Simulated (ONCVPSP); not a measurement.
**Pseudopotential generation for Au: ONCV, PBE**

Task: generate the file, and judge it by its errors in other configurations, its logarithmic derivatives, its ghosts and its cutoff.

Program: ONCVPSP 4.0.1. Reference atom: PBE, scalar-relativistic, spherical and spin-unpolarised. All values are calculated.

## Step 1: Settings

The settings as typed:

```
element                 : gold (Au, Z = 79)
type                    : optimised norm-conserving Vanderbilt (ONCV)
frozen core             : [Xe]
valence charge          : 25
reference configuration : 4f14 5d10 6s0.75 (charge +0.25)
partial waves           : 6s: rc 2.35 bohr, ncon 4, nbas 7, qcut 2.4 1/bohr, 2 projectors, debl 2 Ha; p scattering state at 0.02 Ha: rc 2.30 bohr, ncon 4, nbas 8, qcut 3.7 1/bohr, 2 projectors, debl 2.2 Ha; 5d: rc 2.15 bohr, ncon 3, nbas 8, qcut 7 1/bohr, 2 projectors, debl 1.1 Ha; 4f: rc 0.90 bohr, ncon 3, nbas 7, qcut 21.7 1/bohr, 3 projectors, debl 1.3 Ha
local potential         : polynomial inside 0.85 bohr (lpopt 4, dvloc0 0 Ha)
core correction         : Teter function fitted to the true core (icmod 2), fcfact 0.6
```

## Step 2: The generation run

Au.dat reads:

```
# ATOM AND REFERENCE CONFIGURATION
# atsym  z   nc   nv     iexc    psfile
  Au 79.00   11    3        4      upf
#
#   n    l    f
    1    0    2.00
    2    0    2.00
    2    1    6.00
    3    0    2.00
    3    1    6.00
    3    2   10.00
    4    0    2.00
    4    1    6.00
    4    2   10.00
    5    0    2.00
    5    1    6.00
    4    3   14.00
    5    2   10.00
    6    0    0.75
#
# PSEUDOPOTENTIAL AND OPTIMIZATION
# lmax
    3
#
#   l,   rc,      ep,       ncon, nbas, qcut
    0    2.35    0.00    4    7    2.40
    1    2.30    0.02    4    8    3.70
    2    2.15    0.00    3    8    7.00
    3    0.90    0.00    3    7   21.70
#
# LOCAL POTENTIAL
# lloc, lpopt,  rc(5),   dvloc0
    4    4    0.85    0.00
#
# VANDERBILT-KLEINMAN-BYLANDER PROJECTORs
# l, nproj, debl
    0    2    2.00
    1    2    2.20
    2    2    1.10
    3    3    1.30
#
# MODEL CORE CHARGE
# icmod, fcfact, rcfact
    2    0.60    0.90
#
# LOG DERIVATIVE ANALYSIS
# epsh1, epsh2, depsh
   -5.00    5.00    0.04
#
# OUTPUT GRID
# rlmax, drl
    6.00    0.01
#
# TEST CONFIGURATIONS
# ncnf
    4
# nvcnf
#   n    l    f
    3
    4    3   14.00
    5    2   10.00
    6    0    1.00
#
    3
    4    3   14.00
    5    2   10.00
    6    0    0.00
#
    3
    4    3   14.00
    5    2    9.00
    6    0    0.00
#
    3
    4    3   13.00
    5    2   10.00
    6    0    1.00
#
```

On the command line:

```bash
$ oncvpsp.x < Au.dat > Au.out
```

Q: Predict the outcome of this session. Wanted: cutoffs for 1 and 0.1 mHa per electron, occupied waves; bound ghosts; GHOST(+) flags; largest test error; largest phase difference near zero energy, channels read; rms error of d²Exc/dn², without and with the model core; projector energies reset by the program.

As calculated:

| quantity | value |
| --- | --- |
| cutoffs for 1 and 0.1 mHa per electron, occupied waves | 190 Ha and 207 Ha |
| bound ghosts | s at -246.29 eV, p at -113.49 eV |
| GHOST(+) flags | s at 73 eV, p at 110 eV |
| largest test error (AE − PS) | -1151 meV, for 4f13 5d10 6s1 |
| largest phase difference near zero energy, channels read | 0.006 rad |
| rms error of d²Exc/dn², without and with the model core | 9.78 and 6.99 mHa |
| projector energies reset by the program | p: 0.050, 2.250 Ha; f: -3.054, 0.250, 1.550 Ha |

A bound ghost (s, p) makes it unfit for use: electrons can fall into a state that the atom doesn't have. By total energies transferability is poor: the largest error is 1151 meV on 91.0 eV, for 4f13 5d10 6s1. That test lies far up in energy; among those under 40 eV, nearer to bonding, the largest error is 6.5 meV. The potential is very hard: the looser tolerance needs 190 Ha. At the looser tolerance the 4f wave is the slowest; 5d needs 17 Ha. Near zero energy the phases of the channels with partial waves that could be evaluated agree within 0.006 rad. The program also flags highly localised states, GHOST(+) (s, p). Note that the frozen 5p shell (-62 eV) lies higher than the valence 4f shell (-83 eV). These are tests on the free atom; a crystal test is still owed.
